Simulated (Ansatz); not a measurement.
**CH6BFS2Si: two geometries relaxed**

Are the two ends of the rotation by 120° about the C2–S4 bond separate minima, and which lies lower? Each is relaxed from a guess. SMILES of the start: BC(F)(S)S[SiH3].

Method: RKS PBE0/def2-SVP, in Ansatz 0.2.0.

## 1. The structure to begin with

Bond lengths: B1–C2 1.657 Å, C2–F3 1.371 Å, C2–S4 1.745 Å, C2–S5 1.835 Å, S5–Si6 2.177 Å, B1–H7 1.166 Å, B1–H8 1.142 Å, S4–H9 1.435 Å, Si6–H10 1.479 Å, Si6–H11 1.494 Å, Si6–H12 1.463 Å. Angles (14 of 17 angles, heavy atoms first): B1–C2–F3 109.8°, B1–C2–S4 109.1°, B1–C2–S5 110.4°, F3–C2–S4 108.2°, F3–C2–S5 111.3°, S4–C2–S5 107.9°, C2–S5–Si6 98.3°, C2–B1–H7 118.8°, C2–B1–H8 118.9°, C2–S4–H9 95.4°, S5–Si6–H10 110.1°, S5–Si6–H11 110.0°, S5–Si6–H12 110.4°, H7–B1–H8 122.2°.

As a file:

```xyz
12

B     0.3002   -1.5587   -0.5051
C    -0.8495   -0.4401   -0.0916
F    -0.8500   -0.2548    1.2669
S    -2.4212   -1.0346   -0.5609
S    -0.5550    1.1389   -0.9795
Si    1.0922    1.8815    0.2347
H     1.4171   -1.3354   -0.2558
H    -0.0213   -2.5002   -1.0649
H    -2.4629   -2.0905    0.4100
H     2.2468    0.9624    0.1404
H     0.6735    1.9698    1.6658
H     1.5071    3.2065   -0.2258
```

## 2. Relaxing end A

input.yaml reads:

```yaml
crystal:
  periodic: [false, false, false]
  atoms:
    - { symbol: B, position_ang: [0.3002, -1.5587, -0.5051] }
    - { symbol: C, position_ang: [-0.8495, -0.4401, -0.0916] }
    - { symbol: F, position_ang: [-0.85, -0.2548, 1.2669] }
    - { symbol: S, position_ang: [-2.4212, -1.0346, -0.5609] }
    - { symbol: S, position_ang: [-0.555, 1.1389, -0.9795] }
    - { symbol: Si, position_ang: [1.0922, 1.8815, 0.2347] }
    - { symbol: H, position_ang: [1.4171, -1.3354, -0.2558] }
    - { symbol: H, position_ang: [-0.0213, -2.5002, -1.0649] }
    - { symbol: H, position_ang: [-2.4629, -2.0905, 0.41] }
    - { symbol: H, position_ang: [2.2468, 0.9624, 0.1404] }
    - { symbol: H, position_ang: [0.6735, 1.9698, 1.6658] }
    - { symbol: H, position_ang: [1.5071, 3.2065, -0.2258] }
basis:
  gaussian: { orbitals: def2-SVP }
hamiltonian:
  xc: pbe0
relax:
  f_tol: 0.015
  max_steps: 40
```

Started as:

```
> ansatz run input.yaml --threads 2 --pin off --max-ram 3072MiB --backend cpu --events-out ev --progress --plain --runs-dir out
```

Standard output, shortened:

```text
Warning: RAYON_NUM_THREADS=2 ignored (pool sized by the plan → 2); use --threads N
[...]
Functional definition: PBE0
[...]
1329 factors; integrals over basis functions are off by at most 3.2e-4 eV
[...]
mean field -34046.48550920 eV, -1251.1852649264 hartree, gradient 6.5e-5 eV, S^2 0.000000; 0 other end points of the search recorded, 0 dependent functions left out
[...]
reference -34046.48553763 eV, -1251.1852659711 hartree; 36, 36 occupied and 90, 90 virtual orbitals, 1329 factors
relax step   1: F+E_penalty+E_count = -34046.48550920 eV  Δ(F+E_penalty+E_count) = +0.000e0 eV  max|allowed force component| = 2.522e0 eV/Å  Δτ_max = 0.0000 Å  (27 SCF iters, accepted)
[...]
relax step   3: F+E_penalty+E_count = -34047.06547016 eV  Δ(F+E_penalty+E_count) = -1.686e-1 eV  max|allowed force component| = 9.402e-1 eV/Å  Δτ_max = 0.1828 Å  (29 SCF iters, accepted)
[...]
relax step   5: F+E_penalty+E_count = -34047.34407003 eV  Δ(F+E_penalty+E_count) = -1.508e-1 eV  max|allowed force component| = 7.561e-1 eV/Å  Δτ_max = 0.1950 Å  (29 SCF iters, accepted)
[...]
relax step   7: F+E_penalty+E_count = -34047.45326710 eV  Δ(F+E_penalty+E_count) = -1.136e-2 eV  max|allowed force component| = 6.222e-1 eV/Å  Δτ_max = 0.1487 Å  (29 SCF iters, accepted)
[...]
relax step   9: F+E_penalty+E_count = -34047.50820132 eV  Δ(F+E_penalty+E_count) = -1.535e-2 eV  max|allowed force component| = 3.298e-1 eV/Å  Δτ_max = 0.1973 Å  (28 SCF iters, accepted)
[...]
relax step  10: F+E_penalty+E_count = -34047.51579336 eV  Δ(F+E_penalty+E_count) = -7.592e-3 eV  max|allowed force component| = 3.728e-1 eV/Å  Δτ_max = 0.1949 Å  (30 SCF iters, accepted)
[...]
1329 factors; integrals over basis functions are off by at most 4.2e-4 eV
```

## 3. More of the same log: end point A relaxed

The log, continued, shortened:

```text
mean field -34047.51935773 eV, -1251.2232581589 hartree, gradient 1.2e-5 eV, S^2 0.000000; 0 other end points of the search recorded, 0 dependent functions left out
[...]
reference -34047.51938574 eV, -1251.2232591886 hartree; 36, 36 occupied and 90, 90 virtual orbitals, 1329 factors
relax step  11: F+E_penalty+E_count = -34047.51935773 eV  Δ(F+E_penalty+E_count) = -3.564e-3 eV  max|allowed force component| = 2.474e-1 eV/Å  Δτ_max = 0.0879 Å  (30 SCF iters, accepted)
[...]
relax step  16: F+E_penalty+E_count = -34047.52909356 eV  Δ(F+E_penalty+E_count) = +8.074e-6 eV  max|allowed force component| = 1.807e-2 eV/Å  Δτ_max = 0.0064 Å  (24 SCF iters, rejected (line search))
[...]
relax step  17: F+E_penalty+E_count = -34047.52916191 eV  Δ(F+E_penalty+E_count) = -6.027e-5 eV  max|allowed force component| = 6.716e-3 eV/Å  Δτ_max = 0.0031 Å  (24 SCF iters, accepted)
[...]
Atom 2 at    -0.482913    -0.314692     1.501854 Å, force     0.000979     0.001985     0.000542 eV/Å
Atom 3 at    -2.593241    -0.960602     0.083256 Å, force     0.001115     0.000217     0.001587 eV/Å
Atom 4 at    -0.304965     0.704389    -0.978717 Å, force     0.003736    -0.001137    -0.002388 eV/Å
Atom 5 at     1.103798     1.811386     0.281322 Å, force     0.001446     0.002847     0.004130 eV/Å
Atom 6 at     1.365901    -1.372585    -0.266475 Å, force    -0.001317    -0.002489    -0.003645 eV/Å
Atom 7 at    -0.121136    -1.890189    -1.676205 Å, force     0.001702     0.001052     0.001474 eV/Å
Atom 8 at    -2.476386    -2.305637     0.033531 Å, force    -0.000110     0.000308    -0.000359 eV/Å
Atom 9 at     2.121284     0.903802     0.869177 Å, force    -0.002263     0.001188    -0.001816 eV/Å
Atom 10 at     0.340676     2.548624     1.323439 Å, force     0.000632    -0.001302    -0.002474 eV/Å
Atom 11 at     1.719931     2.771873    -0.677169 Å, force    -0.001174    -0.002220     0.001029 eV/Å
Dipole moment:     0.121274     0.183296     0.062298 e Å
```

It took 69 s on 2 threads of Arm Neoverse V2, shared host; peak memory 0.33 GiB.

The steps of the relaxation:

```
step  energy from step 1 (eV)  largest force component (eV/Å)
   1                   0.0000                          2.5223
   2                  -0.4114                          0.9987
   3                  -0.5800                          0.9402
   4                  -0.7078                          0.9134
   5                  -0.8586                          0.7561
   6                  -0.9564                          0.3987
   7                  -0.9678                          0.6222
   8                  -1.0073                          0.1750
   9                  -1.0227                          0.3298
  10                  -1.0303                          0.3728
  11                  -1.0338                          0.2474
  12                  -1.0404                          0.1930
  13                  -1.0426                          0.0701
  14                  -1.0434                          0.0429
  15                  -1.0436                          0.0205
 16x                  -1.0436                          0.0181
  17                  -1.0437                          0.0067
```

Step 1 is the start. 1 step was tried and not accepted (marked x).

After: Bond lengths: B1–C2 1.559 Å, C2–F3 1.359 Å, C2–S4 1.787 Å, B1–S5 2.088 Å, C2–S5 1.904 Å, S5–Si6 2.190 Å, B1–H7 1.206 Å, B1–H8 1.205 Å, S4–H9 1.351 Å, Si6–H10 1.485 Å, Si6–H11 1.487 Å, Si6–H12 1.490 Å. Angles (14 of 22 angles, heavy atoms first): B1–C2–F3 118.6°, B1–C2–S4 124.2°, B1–C2–S5 73.4°, F3–C2–S4 112.3°, F3–C2–S5 109.8°, S4–C2–S5 109.9°, C2–B1–S5 60.9°, B1–S5–C2 45.7°, B1–S5–Si6 103.7°, C2–S5–Si6 100.1°, C2–B1–H7 117.4°, C2–B1–H8 118.6°, S5–B1–H7 111.0°, S5–B1–H8 106.6°.

Pairs that crossed the distance rule for bonds on the way: came closer B1–S5.

## 4. Relaxing end B

The second end starts from a geometry with the move made by hand.

input.yaml, as its differences from that of step 2:

```diff
@@ -11,3 +11,3 @@
     - { symbol: H, position_ang: [-0.0213, -2.5002, -1.0649] }
-    - { symbol: H, position_ang: [-2.4629, -2.0905, 0.41] }
+    - { symbol: H, position_ang: [-2.05191, -1.34344, -1.91277] }
     - { symbol: H, position_ang: [2.2468, 0.9624, 0.1404] }
```

Started as:

```
> ansatz run input.yaml --threads 2 --pin off --max-ram 3072MiB --backend cpu --events-out ev --progress --plain --runs-dir out
```

Standard output, shortened:

```text
Warning: RAYON_NUM_THREADS=2 ignored (pool sized by the plan → 2); use --threads N
[...]
[... 1 set-up line as earlier in the session ...]
[...]
1329 factors; integrals over basis functions are off by at most 3.2e-4 eV
[...]
mean field -34046.43218739 eV, -1251.1833053861 hartree, gradient 3.8e-5 eV, S^2 0.000000; 0 other end points of the search recorded, 0 dependent functions left out
[...]
reference -34046.43221533 eV, -1251.1833064127 hartree; 36, 36 occupied and 90, 90 virtual orbitals, 1329 factors
relax step   1: F+E_penalty+E_count = -34046.43218739 eV  Δ(F+E_penalty+E_count) = +0.000e0 eV  max|allowed force component| = 2.519e0 eV/Å  Δτ_max = 0.0000 Å  (27 SCF iters, accepted)
[...]
relax step   7: F+E_penalty+E_count = -34047.45645847 eV  Δ(F+E_penalty+E_count) = -4.373e-2 eV  max|allowed force component| = 3.605e-1 eV/Å  Δτ_max = 0.1192 Å  (30 SCF iters, accepted)
[...]
relax step  13: F+E_penalty+E_count = -34047.49080709 eV  Δ(F+E_penalty+E_count) = -2.388e-3 eV  max|allowed force component| = 9.056e-2 eV/Å  Δτ_max = 0.0644 Å  (30 SCF iters, accepted)
[...]
relax step  19: F+E_penalty+E_count = -34047.47792413 eV  Δ(F+E_penalty+E_count) = +2.783e-2 eV  max|allowed force component| = 9.439e-1 eV/Å  Δτ_max = 0.1563 Å  (29 SCF iters, rejected (line search))
[...]
relax step  24: F+E_penalty+E_count = -34047.51937654 eV  Δ(F+E_penalty+E_count) = -1.705e-3 eV  max|allowed force component| = 1.593e-1 eV/Å  Δτ_max = 0.0672 Å  (30 SCF iters, accepted)
relax step  25: F+E_penalty+E_count = -34047.51105471 eV  Δ(F+E_penalty+E_count) = +8.322e-3 eV  max|allowed force component| = 4.031e-1 eV/Å  Δτ_max = 0.1431 Å  (30 SCF iters, rejected (line search))
```

## 5. The log goes on: end point B relaxed

The log, continued, shortened:

```text
relax step  26: F+E_penalty+E_count = -34047.52251282 eV  Δ(F+E_penalty+E_count) = -3.136e-3 eV  max|allowed force component| = 3.815e-2 eV/Å  Δτ_max = 0.0699 Å  (30 SCF iters, accepted)
[...]
relax step  28: F+E_penalty+E_count = -34047.52133214 eV  Δ(F+E_penalty+E_count) = +3.734e-3 eV  max|allowed force component| = 5.498e-1 eV/Å  Δτ_max = 0.1463 Å  (30 SCF iters, rejected (line search))
[...]
relax step  30: F+E_penalty+E_count = -34047.52795192 eV  Δ(F+E_penalty+E_count) = -1.107e-3 eV  max|allowed force component| = 1.013e-1 eV/Å  Δτ_max = 0.0735 Å  (30 SCF iters, accepted)
[...]
relax step  32: F+E_penalty+E_count = -34047.52887160 eV  Δ(F+E_penalty+E_count) = -5.736e-4 eV  max|allowed force component| = 6.897e-2 eV/Å  Δτ_max = 0.0281 Å  (31 SCF iters, accepted)
[...]
Atom 2 at    -0.684999    -0.342480     1.190216 Å, force     0.000909    -0.001104    -0.000531 eV/Å
Atom 3 at    -2.566115    -0.807733    -0.577260 Å, force    -0.000930    -0.003983    -0.001212 eV/Å
Atom 4 at    -0.099418     0.849352    -1.146366 Å, force     0.003109    -0.000591    -0.000992 eV/Å
Atom 5 at     1.129994     1.805400     0.394023 Å, force    -0.002236    -0.001195     0.000715 eV/Å
Atom 6 at     1.388040    -1.335430    -0.356187 Å, force    -0.000334     0.000433    -0.000277 eV/Å
Atom 7 at     0.123110    -1.690209    -2.010584 Å, force    -0.000038     0.000543     0.000742 eV/Å
Atom 8 at    -2.468887    -2.145604    -0.738677 Å, force    -0.000931     0.004148     0.001547 eV/Å
Atom 9 at     2.014224     0.816305     1.060213 Å, force     0.000539     0.000252    -0.000103 eV/Å
Atom 10 at     0.237166     2.499706     1.359599 Å, force    -0.000612    -0.000020    -0.000101 eV/Å
Atom 11 at     1.917688     2.803272    -0.383326 Å, force    -0.000468     0.000141    -0.000063 eV/Å
Dipole moment:     0.115114     0.173746     0.090977 e Å
```

Wall time 2.2 min (2 threads of Arm Neoverse V2, shared host); peak memory 0.33 GiB.

The steps of the relaxation, one in 2:

```csv
step,energy from step 1 (eV),largest force component (eV/Å)
1,0.0000,2.5188
3,-0.5586,0.8198
5,-0.8389,0.5696
7,-1.0243,0.3605
9,-1.0482,0.3279
11,-1.0547,0.0744
13,-1.0586,0.0906
15,-1.0608,0.0897
17,-1.0676,0.2037
19x,-1.0457,0.9439
21,-1.0824,0.1488
23,-1.0855,0.1185
25x,-1.0789,0.4031
27,-1.0929,0.0791
29,-1.0947,0.0515
31,-1.0961,0.0684
33,-1.0969,0.0240
34,-1.0970,0.0041
```

Step 1 is the start. 4 steps were tried and not accepted (marked x).

After: Bond lengths: B1–C2 1.559 Å, C2–F3 1.359 Å, C2–S4 1.787 Å, B1–S5 2.086 Å, C2–S5 1.905 Å, S5–Si6 2.190 Å, B1–H7 1.206 Å, B1–H8 1.205 Å, S4–H9 1.351 Å, Si6–H10 1.485 Å, Si6–H11 1.487 Å, Si6–H12 1.490 Å. Angles (14 of 22 angles, heavy atoms first): B1–C2–F3 118.6°, B1–C2–S4 124.2°, B1–C2–S5 73.3°, F3–C2–S4 112.2°, F3–C2–S5 109.7°, S4–C2–S5 110.0°, C2–B1–S5 61.0°, B1–S5–C2 45.7°, B1–S5–Si6 103.6°, C2–S5–Si6 100.2°, C2–B1–H7 117.5°, C2–B1–H8 118.5°, S5–B1–H7 111.0°, S5–B1–H8 106.7°.

Pairs that crossed the distance rule for bonds on the way: came closer B1–S5.

## 6. Summary of results

| quantity | value |
| --- | --- |
| end A | 15 moves, 1.044 eV lower |
| end B | 29 moves, 1.097 eV lower |
| largest difference between the ends | 0.02 Å |
| end B relative to end A | +0.000 eV |

**Reading.** The two relaxations end at one structure, within 0.02 Å: no second minimum was found from this start, which doesn't rule one out.
